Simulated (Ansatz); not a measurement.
Task: densities of the highest filled and lowest empty bands of SnClF, space group P4/nmm, with Ansatz 0.2.0, Python API. Give the script and its output. Settings: r2SCAN, norm-conserving potentials, the default cutoff (1250 eV here), 3×3×2 k-points, fixed occupations.

```
Sn Cl F
1.0
     4.05498    0.00000    0.00000
     0.00000    4.05498    0.00000
     0.00000    0.00000    7.36387
Sn Cl F
2 2 2
Direct
  0.00000 0.50000 0.79639
  0.50000 0.00000 0.20361
  0.50000 0.00000 0.65063
  0.00000 0.50000 0.34937
  0.50000 0.50000 0.00000
  0.00000 0.00000 0.00000
```

`snclf_partial.py`
```python
"""Densities of the top valence and bottom conduction bands of SnClF."""

import itertools

import ansatz as az
import numpy as np

vectors = np.array([
    [4.054978, 0.0, 0.0],
    [0.0, 4.054978, 0.0],
    [0.0, 0.0, 7.36387],
])
structure = (
    az.Lattice.of(vectors)
    .atom("Sn", [0.0, 0.5, 0.79639])
    .atom("Sn", [0.5, 0.0, 0.20361])
    .atom("Cl", [0.5, 0.0, 0.650633])
    .atom("Cl", [0.0, 0.5, 0.349367])
    .atom("F", [0.5, 0.5, 0.0])
    .atom("F", [0.0, 0.0, 0.0])
)

model = structure.calculation()
model = model.functional(az.Functional.R2SCAN)
model = model.pseudopotentials("nc")
model = model.kpoints(3, 3, 2).mixing("broyden")
model = model.initial_density(normalization="atom").scf(tolerance=1e-07, max_iterations=80, lower_state_search="off")
model = model.occupations("fixed")
model = model.band_densities([("v2", "v1"), ("c1", "c2")])
out = model.run()
data = out.report
# share of each window within a sphere about each atom, summed on the grid
cell = np.asarray(out.lattice.cell_ang)
for names, window in zip([("v2", "v1"), ("c1", "c2")], out.band_densities().windows):
    density = window.outcome.density
    rho = density.channels[0].density_e_per_ang3
    axes = density.fft_grid_basis @ cell
    points = np.stack(np.meshgrid(*(np.arange(n) / n for n in rho.shape), indexing="ij"), axis=-1)
    print("bands", names, "electrons", np.round(window.outcome.n_electrons, 3), "peak", round(float(rho.max()), 3), "e/A^3")
    for index, site in enumerate(out.lattice.sites):
        offset = points - np.asarray(site.position_ang) @ np.linalg.inv(axes)
        offset -= np.round(offset)
        distance = np.min([np.linalg.norm((offset + image) @ axes, axis=-1) for image in itertools.product((-1, 0, 1), repeat=3)], axis=0)
        print(f"   {index} {site.symbol:2s} {100 * rho[distance < 1.2].sum() / rho.sum():5.1f} % within 1.2 A")
```

Running `python snclf_partial.py` prints:
```text
DeckWarning: basis.ecutwfc = 1250 eV, auto-derived from the records' recommended cutoffs: set by F (normal level)
bands ('v2', 'v1') electrons [4.] peak 0.504 e/A^3
   0 Sn  11.7 % within 1.2 A
   1 Sn  11.7 % within 1.2 A
   2 Cl  20.0 % within 1.2 A
   3 Cl  20.0 % within 1.2 A
   4 F    7.2 % within 1.2 A
   5 F    7.2 % within 1.2 A
bands ('c1', 'c2') electrons [4.] peak 0.378 e/A^3
   0 Sn  13.7 % within 1.2 A
   1 Sn  13.7 % within 1.2 A
   2 Cl   5.4 % within 1.2 A
   3 Cl   5.4 % within 1.2 A
   4 F    5.1 % within 1.2 A
   5 F    5.1 % within 1.2 A
```
(Warnings from the package without file and line.)

These settings explore the input space; cutoff and mesh may be short of convergence. Such functionals run on norm-conserving files made under PBE, which can move pressures by some GPa. The k-point mesh is coarse, and energy and stress weren't tested for convergence. The structure comes from a database of computed cells and needn't be a stable or known phase. The windows are summed over all k-points with every state counted as full, the empty ones too; where a window cuts a degenerate level its bands share the weight. Values near the nuclei depend on the potentials. Spheres that overlap count density twice, so shares are no populations. Finished in 14 s on 1 thread of Intel(R) Xeon(R) Platinum 8488C (Sapphire Rapids) (shared host), peak memory 0.67 GiB.
